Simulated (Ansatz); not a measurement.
**GeBrCl + HCl: a complex and its separated parts**

The complex below is one end of an elementary step. How strongly is it bound against its free parts?

The runs use Ansatz 0.2.0, Gaussian basis; PBE0-D4/def2-TZVP structures, single points in def2-TZVPP, no counterpoise correction.

Levels: SPW92, PBE-D4, BLYP-D4, r2SCAN-D4, B97M-V, PBE0-D4, B3LYP-D4, r2SCAN0-D4, BHLYP-D4, CAM-B3LYP-D4, wB97X-V, wB97M-V, B2PLYP, PBE-QIDH, RPA on PBE, Hartree-Fock, MP2, CCSD, CCSD(T).

Cores are frozen in the correlated methods. Filled d shells of the heavier atoms are correlated. B3LYP uses VWN-RPA correlation. B2PLYP carries no dispersion term here.

## 1. Where the work starts

The complex: 5 atoms, charge 0, spin multiplicity 1.

Atoms are counted from 1 here; the program's logs count them from 0.

Bond lengths: Ge1–Cl3 2.186 Å, Ge1–Br5 2.393 Å, Cl2–H4 1.290 Å. Angles: Cl3–Ge1–Br5 99.5°.

As a file:

```
Ge    0.79005    0.10373   -1.14960
Cl    0.75499    0.29801    1.80615
Cl    0.33066   -2.03375   -1.14929
H    -0.44579    0.64819    1.49235
Br   -1.42990    0.98382   -0.99970
```

Its parts: GeBrCl holds atoms 1, 3, 5; HCl holds atoms 2, 4. Each part counts its atoms afresh in its own runs.

## 2. Relaxing GeBrCl alone

File relax-a/in.yaml:

```yaml
crystal:
  periodic: [false, false, false]
  atoms:
    - {symbol: Ge, position_ang: [0.790050, 0.103730, -1.149598]}
    - {symbol: Cl, position_ang: [0.330656, -2.033752, -1.149293]}
    - {symbol: Br, position_ang: [-1.429899, 0.983817, -0.999705]}
basis:
  gaussian: {orbitals: def2-TZVP}
hamiltonian: {xc: pbe0, dispersion: d4}
relax: {f_tol: 0.005, max_steps: 200}
```

The command line of these runs was not kept.

After this run come: Relaxing HCl alone; wB97M-V/def2-TZVPP; CCSD(T)/def2-TZVPP; Vibrations of GeBrCl; Vibrations of HCl.

Q: Predict the outcome of this session. Wanted: complex less parts, CCSD(T)/def2-TZVPP; with zero-point energy; largest T1 diagnostic.

As calculated:

| quantity | value |
| --- | --- |
| complex less parts, CCSD(T)/def2-TZVPP | -13.1 kJ/mol |
| with zero-point energy | -9.5 kJ/mol |
| largest T1 diagnostic | 0.011 |

**Reading.** At CCSD(T) the complex lies 13.1 kJ/mol below its parts. Among the functionals B2PLYP lands nearest to CCSD(T) (+1.7 kJ/mol) and SPW92 farthest (-26.0 kJ/mol). By rung, the mean size of the error is: LDA 26.0, GGA 11.7, meta-GGA 7.5, hybrid 8.6, range-separated hybrid 7.0, double hybrid 2.8 kJ/mol. PBE-D4 gives a relative energy 13.2 kJ/mol too low, outside chemical accuracy (1 kcal/mol, 4.2 kJ/mol). No counterpoise was applied, and triple zeta lacks some correlation, so the CCSD(T) reference has a basis error of its own, and close matches with it are partly luck.
